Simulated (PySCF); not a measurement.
# Changing the system itself: Ga2⁺

How does Ga2⁺ answer to another spin, charge, distance or environment?

The runs use PySCF 2.14.0; method and basis as typed in the scripts.

5 further runs of the same task are left out: 5 that didn't finish.

### Step 1. The starting structure

Ga2⁺: 2 atoms, charge 1, spin multiplicity 2.

Bond lengths: Ga1–Ga2 2.510 Å.

### Step 2. The run that the others are compared with

Input file input.py:

```python
from pyscf import gto, scf

mol = gto.M(
    atom='Ga 0 0 0; Ga 0 0 2.51',
    basis='6-31g',
    charge=1,
    spin=1,
    verbose=4,
)
mf = scf.UHF(mol)
mf.kernel()
mf.nuc_grad_method().kernel()
mf.dip_moment()
print('orbital energies (hartree):', [e[max(0, n-3):n+3].round(4) for e, n in zip(mf.mo_energy, mol.nelec)])
```

The run is started by

```sh
$ OMP_NUM_THREADS=1 python input.py
```

The log of this run is left out.

Base result: E(SCF) = -3845.585024 Eh, 10 cycles, ⟨S²⟩ = 0.752, gradient on the second atom -0.0342 Eh/bohr.

The bond length is a typed value, not an optimised one. The dipole of an ion depends on the origin.

### Step 3. Lengths in bohr

Edit 1 changes length unit: angstrom → bohr; bond length: 2.51 Å → 2.51 bohr.

Input file input.py:

```python
from pyscf import gto, scf

mol = gto.M(
    atom='Ga 0 0 0; Ga 0 0 2.51',
    basis='6-31g',
    charge=1,
    spin=1,
    unit='bohr',
    verbose=4,
)
mf = scf.UHF(mol)
mf.kernel()
mf.nuc_grad_method().kernel()
mf.dip_moment()
print('orbital energies (hartree):', [e[max(0, n-3):n+3].round(4) for e, n in zip(mf.mo_energy, mol.nelec)])
```

The run is started by

```sh
$ OMP_NUM_THREADS=1 python input.py
```

### Step 4. Bond 3.137 Å

Edit 2 changes bond length: 2.51 Å → 3.137 Å.

input.py, as its differences from that of step 2:

```diff
@@ -3,3 +3,3 @@
 mol = gto.M(
-    atom='Ga 0 0 0; Ga 0 0 2.51',
+    atom='Ga 0 0 0; Ga 0 0 3.137',
     basis='6-31g',
```

### Step 5. Bond 2.686 Å

Edit 3 changes bond length: 2.51 Å → 2.686 Å.

input.py, as its differences from that of step 2:

```diff
@@ -3,3 +3,3 @@
 mol = gto.M(
-    atom='Ga 0 0 0; Ga 0 0 2.51',
+    atom='Ga 0 0 0; Ga 0 0 2.686',
     basis='6-31g',
```

### Step 6. Bond 2.334 Å

Edit 4 changes bond length: 2.51 Å → 2.334 Å.

input.py, as its differences from that of step 2:

```diff
@@ -3,3 +3,3 @@
 mol = gto.M(
-    atom='Ga 0 0 0; Ga 0 0 2.51',
+    atom='Ga 0 0 0; Ga 0 0 2.334',
     basis='6-31g',
```

Q: Predict the outcome of this session. Wanted: for each run, E(SCF); from base; gap, α spin.

**Answer**, as computed:

| run | E(SCF) (hartree) | from base (eV) | cycles | gap, α spin (eV) |
| --- | --- | --- | --- | --- |
| base | -3845.585024 | 0 | 10 | 5.79 |
| lengths in bohr (poor choice) | -3844.532468 | not comparable | 9 | 6.22 |
| bond 3.137 Å | -3845.630218 | -1.2298 | 9 | 6.52 |
| bond 2.686 Å | -3845.593339 | -0.2263 | 10 | 5.44 |
| bond 2.334 Å | -3845.569280 | +0.4284 | 9 | 6.08 |

What this shows: Of the runs whose energies can be compared, “bond 3.137 Å” moves the SCF energy most (-1.230 eV). Rows marked «poor choice» come from settings spoiled on purpose.
